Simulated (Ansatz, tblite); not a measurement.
**The cluster Ga₃As₄−: one state, many levels**

One table from this session's results is given with a row withheld; the runs are named, their logs left out.

Computed with Ansatz 0.2.0, Gaussian basis. Level: as each input shows.

Plan: GFN2-xTB, PBE-D4/def2-TZVPD, r2SCAN-D4/def2-TZVPD, BLYP-D4/def2-TZVPD, LDA/def2-TZVPD, PBE-D4/def2-SVPD, PBE0-D4/def2-SVPD, HF/STO-3G, MP2/def2-SVPD, RPA/def2-SVPD.

7 further runs of the same task are left out: 3 that didn't finish, 4 set aside as unsound or not needed.

## The relaxed structure

The geometry is that of the singlet, from an earlier relaxation (PBE0-D4/def2-SVP). At that level it is the lowest of the isomers that a small search found.

7 atoms, charge -1, spin multiplicity 1.

Bond lengths: Ga1–As4 2.684 Å, Ga1–As7 2.682 Å, Ga2–As4 2.804 Å, Ga2–As5 2.515 Å, Ga3–As5 2.715 Å, Ga3–As7 2.795 Å, As4–As6 2.578 Å, As4–As7 2.468 Å, As5–As6 2.419 Å, As6–As7 2.481 Å. Angles: As4–Ga1–As7 54.8°, As4–Ga2–As5 92.5°, As5–Ga3–As7 94.9°, Ga1–As4–Ga2 120.3°, Ga1–As4–As6 62.3°, Ga1–As4–As7 62.6°, Ga2–As4–As6 69.3°, Ga2–As4–As7 117.3°, As6–As4–As7 58.8°, Ga2–As5–Ga3 80.1°, Ga2–As5–As6 76.8°, Ga3–As5–As6 76.4°, As4–As6–As5 100.7° and more.

The ion is computed in the gas phase, without counter-ions or solvent.

PBE0-D4/def2-TZVPD was run before; its log isn't repeated, and its numbers join the tables.

The first run:

Tight binding, by tblite at 300 K electronic temperature and without a spin-polarisation term:

```python
tblite.interface.Calculator('GFN2-xTB', numbers, positions, charge=-1, uhf=0).singlepoint()
```

start.molden holds the orbitals of an earlier run on this state, given as this run's starting guess.

The input, in.yaml:

```yaml
crystal:
  periodic: [false, false, false]
  atoms:
    - {symbol: Ga, position_ang: [0.085188, -1.582751, 2.458954]}
    - {symbol: Ga, position_ang: [2.019839, 1.113704, -0.952912]}
    - {symbol: Ga, position_ang: [-1.329117, 1.419563, -1.139764]}
    - {symbol: As, position_ang: [0.377144, 0.820899, 1.300136]}
    - {symbol: As, position_ang: [0.443946, -0.197018, -2.410205]}
    - {symbol: As, position_ang: [0.181691, -1.235728, -0.241562]}
    - {symbol: As, position_ang: [-1.778690, -0.338669, 0.985352]}
basis:
  gaussian: {orbitals: def2-TZVPD, initial_orbitals: start.molden}
total_charge: -1
hamiltonian: {xc: pbe, dispersion: d4}
scf: {omitted_lower_state_checks: [starts]}
output: {orbitals: {seedname: orbitals}}
```

Run with:

```bash
$ ansatz run in.yaml --threads 4 --pin off --events-out ev --progress --plain --max-ram 6963MiB
```

Steps of the session up to this table: PBE-D4/def2-TZVPD; r2SCAN-D4/def2-TZVPD; BLYP-D4/def2-TZVPD; LDA/def2-TZVPD; PBE-D4/def2-SVPD; PBE0-D4/def2-SVPD; HF/STO-3G; MP2/def2-SVPD; RPA/def2-SVPD.

One table of the session follows, with a row left open; its other results are not shown here.

| level | HOMO (eV) | LUMO (eV) | gap (eV) |
| --- | --- | --- | --- |
| HF/STO-3G | 0.29 | 8.22 | 7.93 |
| LDA/def2-TZVPD | -0.66 | 0.69 | 1.35 |
| PBE-D4/def2-SVPD | -0.47 | 0.92 | 1.39 |
| PBE-D4/def2-TZVPD | ? | ? | ? |
| BLYP-D4/def2-TZVPD | -0.30 | 1.07 | 1.37 |
| r2SCAN-D4/def2-TZVPD | -0.67 | 0.92 | 1.59 |
| PBE0-D4/def2-SVPD | -1.18 | 1.50 | 2.68 |
| PBE0-D4/def2-TZVPD | -1.20 | 1.48 | 2.67 |

**Question.** Estimate the row for PBE-D4/def2-TZVPD.

As computed: HOMO (eV): -0.49; LUMO (eV): 0.89; gap (eV): 1.39. In the column «HOMO (eV)» it lies between LDA/def2-TZVPD (-0.66) and PBE-D4/def2-SVPD (-0.47).

Limits of these values: The anion's highest level is positive in at least one run, so there the basis alone may hold the extra electron.
